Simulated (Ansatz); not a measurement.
**FH₄OSi₂ radical: basis-set convergence**

Aim: see how fast density functionals converge with the basis set for FH₄OSi₂ radical.

Computed with Ansatz 0.2.0, Gaussian basis. Level: one geometry, several basis sets.

Plan: PBE0-D4/def2-SVP; ωB97M-V/def2-SVP; PBE0-D4/def2-QZVPP; ωB97M-V/def2-QZVPP; the functionals' def2-TZVPP values are taken from earlier runs.

## (1) The geometry

The geometry comes from an earlier relaxation with PBE0-D4 in a triple-zeta def2 set; it is a stationary point, not always the lowest conformer.

SMILES `O[SiH](F)[SiH2]`, 8 atoms, charge 0, spin multiplicity 2.

Atoms are counted from 1 here; the program's logs count them from 0.

Bond lengths: O1–Si2 1.636 Å, O1–H5 0.958 Å, Si2–F3 1.601 Å, Si2–Si4 2.333 Å, Si2–H6 1.478 Å, Si4–H7 1.488 Å, Si4–H8 1.489 Å. Angles: Si2–O1–H5 118.7°, O1–Si2–F3 110.0°, O1–Si2–Si4 114.9°, O1–Si2–H6 105.0°, F3–Si2–Si4 105.6°, F3–Si2–H6 108.1°, Si4–Si2–H6 113.1°, Si2–Si4–H7 114.6°, Si2–Si4–H8 115.0°, H7–Si4–H8 110.3°.

## (2) PBE0-D4 in def2-SVP

File in.yaml:

```yaml
crystal:
  periodic: [false, false, false]
  atoms:
    - {symbol: O, position_ang: [0.842025, 0.494730, -1.543284]}
    - {symbol: Si, position_ang: [0.827363, 0.317161, 0.082773]}
    - {symbol: F, position_ang: [0.813598, 1.754130, 0.789231]}
    - {symbol: Si, position_ang: [-1.026233, -0.817764, 0.930775]}
    - {symbol: H, position_ang: [0.043287, 0.792839, -1.981304]}
    - {symbol: H, position_ang: [2.109823, -0.341676, 0.407203]}
    - {symbol: H, position_ang: [-1.209685, -2.192920, 0.392098]}
    - {symbol: H, position_ang: [-2.308079, -0.063599, 0.866808]}
basis:
  gaussian: {orbitals: def2-SVP}
magnetization: {spin_polarized: true, initial_magnetization: 1}
hamiltonian: {xc: pbe0, dispersion: d4}
output: {orbitals: {seedname: orbitals}}
```

The run is started by

```sh
$ ansatz run in.yaml --threads 4 --pin off --events-out ev --progress --plain --max-ram 10444MiB
```

Further steps of the session: ωB97M-V in def2-SVP; PBE0-D4 in def2-QZVPP; ωB97M-V in def2-QZVPP.

**Question.** What will the summary of the whole plan be? Wanted: PBE0-D4: double and triple zeta above quadruple; ωB97M-V: double and triple zeta above quadruple.

As calculated:

```
                                       quantity           value
PBE0-D4: double and triple zeta above quadruple  12.72, 0.82 eV
ωB97M-V: double and triple zeta above quadruple  12.82, 0.77 eV
```

What this shows: For PBE0-D4 the step from double to triple zeta gains 11.91 eV and the next only 0.82 eV. These are total energies; as a rule much of such shifts cancels in differences, which this series doesn't test.
